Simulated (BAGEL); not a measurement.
# HF/STO-3G (density fitting with qzvpp-jkfit) run of SiBrF3 (SMILES F[Si](F)(F)Br)

What is the energy change on altering one bond length of SiBrF3 at HF/STO-3G (density fitting with qzvpp-jkfit)? 

The results are computed with BAGEL 1.2.2.

2 further runs of the same task are left out: 1 that didn't finish, 1 set aside as unsound or not needed.

### Step 1. The system as given

The species is SiBrF3 (5 atoms), meant as a singlet with charge 0. As SMILES, `F[Si](F)(F)Br`. The coordinates come from a PBE0-D4/def2-TZVP relaxation.

Bond lengths: F1–Si2 1.568 Å, Si2–F3 1.567 Å, Si2–F4 1.567 Å, Si2–Br5 2.162 Å. Angles: F1–Si2–F3 108.3°, F1–Si2–F4 108.4°, F1–Si2–Br5 110.6°, F3–Si2–F4 108.4°, F3–Si2–Br5 110.6°, F4–Si2–Br5 110.6°.

### Step 2. The energy at HF/STO-3G (density fitting with qzvpp-jkfit)

The input, input.json:

```json
{ "bagel": [

{
  "title": "molecule",
  "basis": "sto-3g",
  "df_basis": "qzvpp-jkfit",
  "angstrom": "true",
  "geometry": [
    { "atom": "F", "xyz": [      -0.029000,       0.035600,       1.596600 ] },
    { "atom": "Si", "xyz": [       0.067100,      -0.086300,       0.036800 ] },
    { "atom": "F", "xyz": [      -0.416000,      -1.518900,      -0.376900 ] },
    { "atom": "F", "xyz": [       1.570800,       0.066500,      -0.378400 ] },
    { "atom": "Br", "xyz": [      -1.143000,       1.429400,      -0.919600 ] }
  ]
},

{
  "title": "hf"
},

{
  "title": "print",
  "file": "orbitals.molden",
  "orbitals": "true"
}

]}
```

Command:

```bash
$ BAGEL_NUM_THREADS=1 BAGEL input.json > input.out
```

The log of the run:

```text
* using 1 threads per process

  ===============================================================
  ===============================================================

  *** Geometry ***

  { "atom" : "F", "xyz" : [     -0.054802,      0.067274,      3.017137 ] },
  { "atom" : "Si", "xyz" : [      0.126801,     -0.163083,      0.069542 ] },
  { "atom" : "F", "xyz" : [     -0.786126,     -2.870305,     -0.712238 ] },
  { "atom" : "F", "xyz" : [      2.968382,      0.125667,     -0.715072 ] },
  { "atom" : "Br", "xyz" : [     -2.159957,      2.701175,     -1.737792 ] },

  Number of auxiliary basis functions:      625

  Since a DF basis is specified, we compute 2- and 3-index integrals:
    o Being stored without compression. Storage requirement is 0.009 GB

  Number of basis functions:       42
  Number of electrons      :       76

    * METHOD: MOLECULE                             0.33

  *** RHF ***

  === Nuclear Repulsion ===
   460.2245395908

      * DIIS with orbital gradients will be used.

  === RHF iteration (sto-3g) ===
      0      -3124.36601476          0.01362264           0.07
      1      -3124.49889058          0.00224123           0.07
      2      -3124.50212699          0.00051517           0.07
      3      -3124.50250729          0.00009185           0.07
      4      -3124.50251939          0.00000971           0.07
      5      -3124.50251948          0.00000109           0.07
      6      -3124.50251948          0.00000026           0.07
      7      -3124.50251948          0.00000005           0.07
      8      -3124.50251948          0.00000002           0.07
      9      -3124.50251948          0.00000000           0.07
    * SCF iteration converged.

    * Permanent dipole moment:
           (   -0.201424,     0.252354,    -0.159012) a.u.

    * METHOD: HF                                   0.88

    * METHOD: PRINT                                0.01

  ===============================================================
```

It took 1.4 s on 1 thread of Arm Neoverse V1, shared host; peak memory 0.096 GiB.

### Step 3. The distorted shape at the same level

The input, job.json:

```json
{ "bagel" : [

{
  "title" : "molecule",
  "basis" : "sto-3g",
  "df_basis" : "qzvpp-jkfit",
  "angstrom" : true,
  "geometry" : [
    { "atom" : "F", "xyz" : [   -0.254603,    0.012675,    1.658893 ] },
    { "atom" : "Si", "xyz" : [   -0.158503,   -0.109225,    0.099093 ] },
    { "atom" : "F", "xyz" : [   -0.641603,   -1.541825,   -0.314607 ] },
    { "atom" : "F", "xyz" : [    1.570800,    0.066500,   -0.378400 ] },
    { "atom" : "Br", "xyz" : [   -1.368603,    1.406475,   -0.857307 ] }
  ]
},
{
  "title" : "hf"
},
{
  "title" : "print",
  "file" : "orbitals.molden",
  "orbitals" : true
}

]}
```

Command:

```bash
$ BAGEL_NUM_THREADS=1 BAGEL job.json > job.out
```

The log of the run:

```text
* using 1 threads per process

  ===============================================================
  ===============================================================

  *** Geometry ***

  { "atom" : "F", "xyz" : [     -0.481130,      0.023952,      3.134853 ] },
  { "atom" : "Si", "xyz" : [     -0.299527,     -0.206405,      0.187259 ] },
  { "atom" : "F", "xyz" : [     -1.212454,     -2.913627,     -0.594521 ] },
  { "atom" : "F", "xyz" : [      2.968382,      0.125667,     -0.715072 ] },
  { "atom" : "Br", "xyz" : [     -2.586285,      2.657853,     -1.620075 ] },

  Number of auxiliary basis functions:      625

  Since a DF basis is specified, we compute 2- and 3-index integrals:
    o Being stored without compression. Storage requirement is 0.009 GB

  Number of basis functions:       42
  Number of electrons      :       76

    * METHOD: MOLECULE                             0.33

  *** RHF ***

  === Nuclear Repulsion ===
   449.2856384589

      * DIIS with orbital gradients will be used.

  === RHF iteration (sto-3g) ===
      0      -3124.30244416          0.01529301           0.08
      1      -3124.47036665          0.00307825           0.07
      2      -3124.47653867          0.00065171           0.07
      3      -3124.47714359          0.00010941           0.07
      4      -3124.47715859          0.00001918           0.07
      5      -3124.47715903          0.00000401           0.07
      6      -3124.47715905          0.00000102           0.08
      7      -3124.47715905          0.00000030           0.07
      8      -3124.47715905          0.00000008           0.07
      9      -3124.47715905          0.00000002           0.07
     10      -3124.47715905          0.00000001           0.07
    * SCF iteration converged.

    * Permanent dipole moment:
           (   -0.050674,     0.246268,    -0.183791) a.u.

    * METHOD: HF                                   0.99

    * METHOD: PRINT                                0.01

  ===============================================================
```

It took 1.4 s on 1 thread of Arm Neoverse V1, shared host; peak memory 0.096 GiB.

### Step 4. Results

At HF/STO-3G (density fitting with qzvpp-jkfit):

```
                                                          quantity           value
                                         first shape: total energy  -3124.50252 Eh
                                        first shape: dipole moment          0.91 D
                                          first shape: HOMO energy        -9.33 eV
                                          first shape: LUMO energy         9.03 eV
                                        first shape: HOMO–LUMO gap        18.36 eV
                                     distorted shape: total energy  -3124.47716 Eh
                                    distorted shape: dipole moment          0.79 D
                                      distorted shape: HOMO energy        -9.35 eV
                                      distorted shape: LUMO energy         8.13 eV
                                    distorted shape: HOMO–LUMO gap        17.48 eV
energy change with the Si2–F4 bond stretched from 1.567 to 1.803 Å        0.690 eV
```

With the Si2–F4 bond stretched from 1.567 to 1.803 Å the energy rises by 0.69 eV (15.9 kcal/mol). The first shape isn't relaxed at this level, so the change isn't measured from a minimum. The minimal basis adds a large error of its own.
